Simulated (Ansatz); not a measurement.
# Zr2CdF6: the cost of one run

Computed with Ansatz 0.2.0 (DFT PBE, scalar-relativistic, plane waves, PAW, unless a step's input says otherwise).

## (1) The structure to begin with

It takes space group Fm-3m (No. 225, cubic). Conventional cell: a = 8.010 Å, b = 8.010 Å, c = 8.010 Å, α = 90.00°, β = 90.00°, γ = 90.00°. Around Zr (site symmetry -43m) lie 12 F at 2.83 Å. Around Cd (site symmetry m-3m) lie 6 F at 2.00 Å. Around F (site symmetry 4mm) lie 1 Cd at 2.00 Å and 4 Zr at 2.83 Å.

Structure file:

```cif
data_structure
_symmetry_space_group_name_H-M 'P 1'
_symmetry_Int_Tables_number 1
_cell_length_a 5.6636
_cell_length_b 5.6636
_cell_length_c 5.6636
_cell_angle_alpha 60.000
_cell_angle_beta 60.000
_cell_angle_gamma 60.000
_cell_volume 128.46
loop_
_atom_site_label
_atom_site_type_symbol
_atom_site_fract_x
_atom_site_fract_y
_atom_site_fract_z
_atom_site_occupancy
Zr1 Zr 0.25000 0.25000 0.25000 1
Zr2 Zr 0.75000 0.75000 0.75000 1
Cd1 Cd 0.00000 0.00000 0.00000 1
F1 F 0.75000 0.25000 0.25000 1
F2 F 0.25000 0.75000 0.75000 1
F3 F 0.25000 0.75000 0.25000 1
F4 F 0.75000 0.25000 0.75000 1
F5 F 0.25000 0.25000 0.75000 1
F6 F 0.75000 0.75000 0.25000 1
```

The cell is invented: ordered vacancies on the cation sites of perovskite (Fm-3m, No. 225). Lengths come from tabulated atomic sizes and are only a guess.

## (2) Probe: one point on a coarse mesh

input.yaml reads:

```yaml
crystal:
  lattice:
    - [0.0, 4.00476145, 4.00476145]
    - [4.00476145, 0.0, 4.00476145]
    - [4.00476145, 4.00476145, 0.0]
  atoms:
    - { symbol: Zr, position: [0.25, 0.25, 0.25] }
    - { symbol: Zr, position: [0.75, 0.75, 0.75] }
    - { symbol: Cd, position: [0.0, 0.0, 0.0] }
    - { symbol: F, position: [0.75, 0.25, 0.25] }
    - { symbol: F, position: [0.25, 0.75, 0.75] }
    - { symbol: F, position: [0.25, 0.75, 0.25] }
    - { symbol: F, position: [0.75, 0.25, 0.75] }
    - { symbol: F, position: [0.25, 0.25, 0.75] }
    - { symbol: F, position: [0.75, 0.75, 0.25] }
basis:
  ecutwfc: 420
kpoints:
  mp_grid: { grid: [4, 4, 4] }
hamiltonian:
  xc: pbe
scf:
  occupations: { method: gaussian, width: 0.1 }
  lower_state_search: "off"
output:
  forces: true
  stress: true
  eigenvalues: true
```

Run with:

```
> ansatz run input.yaml --threads 1 --pin off --max-ram 2048MiB --backend cpu --events-out ev --progress --plain --runs-dir out
```

Q: Estimate wall time and peak memory on 1 thread of Arm Neoverse V2, shared host.

About 3.1 s, with a peak of 0.4 GiB.
